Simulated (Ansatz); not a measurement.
# ZnNH3: functionals against CCSD(T) at one geometry

The task here is to estimate one member of a computed series from the others.

The runs use Ansatz 0.2.0, Gaussian basis; single points in def2-TZVPP.

Cores are frozen in the correlated methods. The 3s and 3p shells of Cu and Zn are frozen; filled d shells are correlated.

**Where the work starts**

SMILES `[NH2][ZnH]`, 5 atoms, charge 0, spin multiplicity 1.

Atoms are counted from 1 here; the program's logs count them from 0.

Bond lengths: N1–Zn2 1.807 Å, N1–H3 1.004 Å, N1–H4 0.955 Å, Zn2–H5 1.439 Å. Angles: Zn2–N1–H3 122.5°, Zn2–N1–H4 123.7°, H3–N1–H4 108.9°, N1–Zn2–H5 164.8°.

Geometry (Å):

```xyz
5
H3NZn
N    -0.3051   -0.7224    0.1156
Zn    0.3945    0.9072   -0.2319
H    -0.9634   -1.1685   -0.4974
H     0.1428   -1.3922    0.6273
H     0.8258    2.2775   -0.1571
```

The first run:

Input file run/in.yaml:

```yaml
crystal:
  periodic: [false, false, false]
  atoms:
    - {symbol: N, position_ang: [-0.305100, -0.722400, 0.115600]}
    - {symbol: Zn, position_ang: [0.394500, 0.907200, -0.231900]}
    - {symbol: H, position_ang: [-0.963400, -1.168500, -0.497400]}
    - {symbol: H, position_ang: [0.142800, -1.392200, 0.627300]}
    - {symbol: H, position_ang: [0.825800, 2.277500, -0.157100]}
basis:
  gaussian: {orbitals: def2-TZVPP}
correlation: {method: ccsd_t, frozen_orbitals: {H: 0, "N": 1, Zn: 9}}
output: {forces: true}
```

The command line of these runs was not kept.

Steps of the session up to this table: CCSD(T)/def2-TZVPP; PBE0-D4/def2-TZVPP; wB97M-V/def2-TZVPP; r2SCAN-D4/def2-TZVPP; PBE-D4/def2-TZVPP; CAM-B3LYP-D4/def2-TZVPP; B97M-V/def2-TZVPP.

One of the session's tables, all rows but one given; the rest of the session is left out.

| method | RMS force component (eV/Å) | angle to CCSD(T) forces (°) | dipole (D) |
| --- | --- | --- | --- |
| CCSD(T) | 1.126 | reference | 1.04 |
| PBE0-D4 | 1.143 | 2.7 | 1.00 |
| wB97M-V | 1.115 | 2.1 | 1.02 |
| r2SCAN-D4 | ? | ? | ? |
| PBE-D4 | 1.221 | 5.4 | 0.98 |
| CAM-B3LYP-D4 | 1.125 | 2.9 | 1.02 |
| B97M-V | 1.095 | 5.4 | 1.02 |

Estimate the missing values for r2SCAN-D4.

As computed: RMS force component (eV/Å): 1.141; angle to CCSD(T) forces (°): 3.3; dipole (D): 0.98. In the column «RMS force component (eV/Å)» it lies between CCSD(T) (1.126) and PBE0-D4 (1.143).
